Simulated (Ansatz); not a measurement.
# LaAg: stress in a strained cell

LaAg is deformed so: zz strain of +2 %. What stress and forces result, by LAPW, PAW and all-electron datasets made for the crystal?

Program: Ansatz 0.2.0. Level of theory: DFT PBEsol, scalar-relativistic. These are calculated values, not measurements.

## 1. The starting structure

Symmetry: Pm-3m, No. 221, cubic system. Conventional cell: a = 3.760 Å, b = 3.760 Å, c = 3.760 Å, α = 90.00°, β = 90.00°, γ = 90.00°. La (site symmetry m-3m) has 8 Ag at 3.26 Å as nearest neighbours. Around Ag (site symmetry m-3m) lie 8 La at 3.26 Å.

Structure file:

```
CELL_PARAMETERS angstrom
3.76000 0.00000 0.00000
0.00000 3.76000 0.00000
0.00000 0.00000 3.76000
ATOMIC_POSITIONS crystal
La 0.50000 0.50000 0.50000
Ag 0.00000 0.00000 0.00000
```

Atoms are numbered in the order of the input: La1, Ag2.

## 2. The deformed structure

Space group Pm-3m before, P4/mmm after.

## 3. All-electron LAPW

The input, input.yaml:

```yaml
crystal:
  lattice:
    - [3.76, 0.0, 0.0]
    - [0.0, 3.76, 0.0]
    - [0.0, 0.0, 3.8352]
  atoms:
    - { symbol: La, position: [0.5, 0.5, 0.5] }
    - { symbol: Ag, position: [0.0, 0.0, 0.0] }
kpoints:
  mp_grid: { grid: [9, 9, 9] }
  band_path:
    path:
      - [0.0, 0.0, 0.0]
      - [0.0, 0.5, 0.0]
      - [0.5, 0.5, 0.0]
      - [0.0, 0.0, 0.0]
      - [0.0, 0.0, 0.5]
      - [0.0, 0.5, 0.5]
      - [0.5, 0.5, 0.5]
      - [0.0, 0.0, 0.5]
      - [0.0, 0.5, 0.0]
    npoints: 5
scf:
  occupations: { method: fermi_dirac, width: 0.08 }
hamiltonian:
  xc: pbesol
  pseudopotentials: { kind: all_electron, lapw: { basis_error: 0.00025 } }
output:
  forces: true
  stress: true
  eigenvalues: true
```

Run with:

```
$ ansatz run input.yaml --threads 1 --pin off --max-ram 3072MiB --backend cpu --events-out ev --progress --plain --runs-dir out
```

## 4. PAW on the default files

The input, input.yaml:

```yaml
crystal:
  lattice:
    - [3.76, 0.0, 0.0]
    - [0.0, 3.76, 0.0]
    - [0.0, 0.0, 3.8352]
  atoms:
    - { symbol: La, position: [0.5, 0.5, 0.5] }
    - { symbol: Ag, position: [0.0, 0.0, 0.0] }
kpoints:
  mp_grid: { grid: [9, 9, 9] }
scf:
  occupations: { method: fermi_dirac, width: 0.08 }
hamiltonian:
  xc: pbesol
  pseudopotentials: { kind: paw }
output:
  forces: true
  stress: true
  eigenvalues: true
  efg: { contact_densities: true }
  write_density: true
  write_potential: true
  elf: true
  volumetric_format: npy
```

## 5. All-electron PAW on datasets made for the crystal

Edit input.yaml of step 4 so:

```diff
@@ -14,3 +14,3 @@
   xc: pbesol
-  pseudopotentials: { kind: paw }
+  pseudopotentials: { kind: all_electron, datasets: crystal }
 output:
@@ -20,5 +20 @@
   efg: { contact_densities: true }
-  write_density: true
-  write_potential: true
-  elf: true
-  volumetric_format: npy
```

(Steps that only read results are left out.)

Q: Predict the outcome of this session. Wanted: pressure; largest shear or deviatoric stress.

The runs gave:

```
                                 quantity                                              value
                                 pressure  LAPW -1.39, PAW -1.40, crystal datasets -1.39 GPa
largest shear or deviatoric stress (LAPW)                                           0.30 GPa
```

In words: The largest part of the stress beyond the pressure is 0.30 GPa in size, in the zz component; the atoms are carried along and not relaxed. No run of the undeformed cell stands beside it, so the pressure holds what the given cell had before the change. PAW: stress within 0.01 GPa of LAPW. Crystal datasets: stress within 0.01 GPa of LAPW. Spin-orbit coupling is left out, though the cell holds La; in elements this heavy it can shift bands and gaps by tenths of an eV.
